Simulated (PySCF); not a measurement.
# C5H4N2: the cost of one run

Computed with PySCF 2.14.0 and routines of our own; the level stands in each step. Atoms count from 0.

## 1. The starting structure

11 atoms, charge 0, multiplicity 1; geometry from: GFN2-xTB.

## 2. Relaxing the molecule at PBE/def2-SVP

What the job is given:

```
{"job": {"xc": "PBE", "basis": "def2-SVP", "grid": 1, "kind": "geom"}, "charge": 0, "multiplicity": 1}
N      3.342342    -0.255748    -0.316393
C      2.202682    -0.176403    -0.208216
C      0.811901    -0.067218    -0.077965
C      0.051610     1.131411    -0.146119
C     -1.253959     0.779758     0.032129
N     -1.319251    -0.569605     0.204147
C     -0.077983    -1.099273     0.140527
H      0.443455     2.115053    -0.307911
H     -2.136209     1.388158     0.049250
H     -2.165506    -1.094041     0.355064
H      0.106345    -2.149421     0.249522
```

Launch:

```bash
$ OMP_NUM_THREADS=1 python excited_run.py task.json out
```

The driver reads the jobs from task.json and runs them one after another.

Q: Estimate the wall time and peak memory of this first job on 1 thread of AMD EPYC, shared host.

About 84 s, with a peak of 0.53 GiB.
